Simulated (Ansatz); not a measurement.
# Na3Cl2: the cost of one run

Computed with Ansatz 0.2.0 (DFT PBE, scalar-relativistic, plane waves, PAW, unless a step's input says otherwise).

1 further run of the same task is left out (it didn't finish).

## 1. The system as given

It takes space group Cmmm (No. 65, orthorhombic). Conventional cell: a = 3.520 Å, b = 20.341 Å, c = 3.528 Å, α = 90.00°, β = 90.00°, γ = 90.00°. Around Na (site symmetry mmm) lie 8 Cl at 3.05 Å and 6 Na at 3.44 to 3.53 Å. Na (site symmetry m2m) has 4 Cl at 3.00 Å and 5 Na at 3.44 to 3.53 Å as nearest neighbours. Cl (site symmetry m2m) is surrounded by 8 Na at 3.00 to 3.05 Å.

Coordinates:

```cif
data_structure
_symmetry_space_group_name_H-M 'P 1'
_symmetry_Int_Tables_number 1
_cell_length_a 10.3214
_cell_length_b 10.3214
_cell_length_c 3.5276
_cell_angle_alpha 90.000
_cell_angle_beta 90.000
_cell_angle_gamma 160.365
_cell_volume 126.28
loop_
_atom_site_label
_atom_site_type_symbol
_atom_site_fract_x
_atom_site_fract_y
_atom_site_fract_z
_atom_site_occupancy
Na1 Na 0.50000 0.50000 0.00000 1
Na2 Na 0.33101 0.66899 0.00000 1
Na3 Na 0.66899 0.33101 0.00000 1
Cl1 Cl 0.91340 0.08660 0.50000 1
Cl2 Cl 0.08660 0.91340 0.50000 1
```

This is candidate A: structure listed in a database for this formula (Cmmm, No. 65).

(A quick probe on a coarse mesh, which set the mesh and smearing, is not shown.)

## 3. Full relaxation (candidate A)

input.yaml reads:

```yaml
crystal:
  lattice:
    - [1.759951, -10.170256, 0.0]
    - [1.759951, 10.170256, 0.0]
    - [0.0, 0.0, 3.527636]
  atoms:
    - { symbol: Na, position: [0.5, 0.5, 0.0] }
    - { symbol: Na, position: [0.331011, 0.668989, 0.0] }
    - { symbol: Na, position: [0.668989, 0.331011, 0.0] }
    - { symbol: Cl, position: [0.913402, 0.086598, 0.5] }
    - { symbol: Cl, position: [0.086598, 0.913402, 0.5] }
basis:
  ecutwfc: 420
kpoints:
  mp_grid: { grid: [12, 12, 12] }
hamiltonian:
  xc: pbe
scf:
  occupations: { method: gaussian, width: 0.1 }
output:
  forces: true
  stress: true
  eigenvalues: true
relax:
  adjacent_minimum: "off"
  f_tol: 0.01
  max_steps: 80
  cell: { stress_tol: 0.05 }
```

Started as:

```console
> ansatz run input.yaml --threads 1 --pin off --max-ram 2560MiB --backend cpu --events-out ev --progress --plain --runs-dir out
```

Q: Estimate wall time and peak memory on 1 thread of Arm Neoverse V1, shared host.

About 3.6 min, with a peak of 0.9 GiB.
